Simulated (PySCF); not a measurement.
Molecule: NVFSClH2, in a box.

```
N V F S Cl H
1.0
    13.00000    0.00000    0.00000
     0.00000   12.00000    0.00000
     0.00000    0.00000   12.00000
N V F S Cl H
1 1 1 1 1 2
Cartesian
  5.4083 6.3296 6.0241
  7.1033 5.8336 5.7160
  7.1391 4.5361 4.5791
  7.8215 5.2996 7.4889
  8.2002 7.5059 4.9260
  4.9233 6.3884 6.9055
  4.8258 6.6004 5.2396
```

Base run:

| Item | Value |
| --- | --- |
| Program | PySCF 2.14.0 |
| Functional | PBE |
| Potentials or basis | def2-svp (all-electron) |
| k mesh | 1 × 1 × 1 |
| Occupations | fixed |
| Spin | no spin polarisation |

Its results: gap between the frontier levels 2.67 eV.

Q: After a change of settings the same cell gave: gap between the frontier levels 3.15 eV. Which change was it?
A. functional from PBE to RPBE; dispersion from none to D3
B. functional from PBE to X3LYP; dispersion from none to D4
C. functional from PBE to MN15-L
D. functional from PBE to r2SCANh; dispersion from none to D3(BJ)

A: C.

Caveats: this is a molecule in a periodic box at the Γ point, so its band gap is the HOMO-LUMO gap; the basis of atomic orbitals isn't converged, which shifts pressures, moduli and gaps.
